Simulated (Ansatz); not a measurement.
# CH5FO2Si, SMILES C[Si](O)(O)F: a single point in a Gaussian basis

Program: the Python package of Ansatz (0.2.0).

Run as a notebook:

**Cell 1**
```python
import ansatz as az
import numpy as np
```

**Cell 2**
```python
molecule = (
    az.Crystal.molecule()
    .atom("C", (-0.9666, 0.4037, -0.8568))
    .atom("Si", (0.277, -0.0264, 0.3504))
    .atom("O", (-0.3472, -0.4996, 1.8024))
    .atom("O", (1.3732, -1.1987, -0.1943))
    .atom("F", (1.2124, 1.2452, 0.6002))
    .atom("H", (-1.6402, 1.2785, -0.4898))
    .atom("H", (-1.6463, -0.3934, -1.0925))
    .atom("H", (-0.5313, 0.8023, -1.8166))
    .atom("H", (0.3722, -0.763, 2.4866))
    .atom("H", (1.98, -0.8996, -0.7867))
)
```

**Cell 3**
```python
job = (
    molecule.calculation()
    .basis(gaussian="STO-3G")
    .functional("pbe0")
    .forces()
)
done = job.run(threads=1)
summary = done.report
```

**Cell 4**
```python
summary["positions_ang"]
```
Output:
```text
[[-0.9666, 0.4037, -0.8568], [0.277, -0.0264, 0.3504], [-0.3472, -0.4996, 1.8024],
 [1.3732, -1.1987, -0.1943], [1.2124, 1.2452, 0.6002], [-1.6402, 1.2785, -0.4898],
 [-1.6463, -0.3934, -1.0925], [-0.5313, 0.8023, -1.8166], [0.3722, -0.763, 2.4866],
 [1.98, -0.8996, -0.7867]]
```

**Cell 5**
```python
type(done).__name__, type(summary).__name__
```
Output:
```text
('RunOutcome', 'dict')
```

**Cell 6**
```python
summary["free_energy_ev"]
```
Output:
```text
-15596.657630789636
```

**Cell 7**
```python
print(f"E = {summary['free_energy_ev']:.6f} eV = {summary['free_energy_ev'] / 27.211386246:.7f} Ha")
print("converged:", summary["converged"], " doubts:", summary["published_state_doubts"] or "none")
```
Output:
```text
E = -15596.657631 eV = -573.1665961 Ha
converged: True  doubts: none
```

**Cell 8**
```python
state = summary["mean_field"]["state"]
print(f"mean field: {state['energy']['hartree']:.7f} Ha, <S^2> = {abs(state['spin_squared']):.4f}, stability: {state.get('stability', {}).get('kind')}")
```
Output:
```text
mean field: -573.1665961 Ha, <S^2> = 0.0000, stability: minimum
```

**Cell 9**
```python
symbols = [site.symbol for site in molecule.cartesian_sites]
print("forces (eV/A)")
for symbol, f in zip(symbols, summary["forces_ev_ang"]):
    print(f"  {symbol:2s} {f[0]:9.4f} {f[1]:9.4f} {f[2]:9.4f}")
```
Output:
```text
forces (eV/A)
  C    -2.5323    3.5721   -1.2562
  Si    3.0212   -1.1837   -0.0585
  O    -0.7656   -0.7292    1.5155
  O    -5.8564   -3.2780    5.7081
  F     0.7434    1.3871    0.2681
  H     1.3744   -1.8036   -0.5306
  H    -0.4312   -0.7419   -0.3264
  H    -0.2759   -0.7424    1.0469
  H    -0.3172    0.3458   -1.1805
  H     5.0396    3.1739   -5.1865
```

**Cell 10**
```python
charges = summary["charge_distribution"]
dipole = np.array(charges["dipole_moment_e_ang"]) * 4.803205
print("dipole (D): {:.3f} {:.3f} {:.3f}, length {:.3f}".format(*dipole, np.linalg.norm(dipole)))
print("atom  Mulliken   Lowdin")
for symbol, m, l in zip(symbols, charges["mulliken_charges_e"], charges["lowdin_charges_e"]):
    print(f"{symbol:4s} {m:9.3f} {l:8.3f}")
```
Output:
```text
dipole (D): 0.396 0.494 -0.726, length 0.963
atom  Mulliken   Lowdin
C       -0.439   -0.320
Si       1.025    0.828
O       -0.425   -0.324
O       -0.490   -0.381
F       -0.285   -0.234
H        0.072    0.049
H        0.089    0.058
H        0.076    0.052
H        0.172    0.130
H        0.206    0.142
```

Caveats:
- These settings explore the input space; basis and method may be short of convergence.
- The geometry is a force-field or estimated start, not a minimum of this method, and the basis set is short of its limit.
- The Löwdin charges here are taken after orthogonalising the functions within each atom; they differ from plain Löwdin charges, and their signs can be unphysical.
- It ran for 2 s on 1 thread of Arm Neoverse V2, with other jobs on the host, peak memory 0.17 GiB.

(Lines on the test bed's own set-up are left out of the output.)
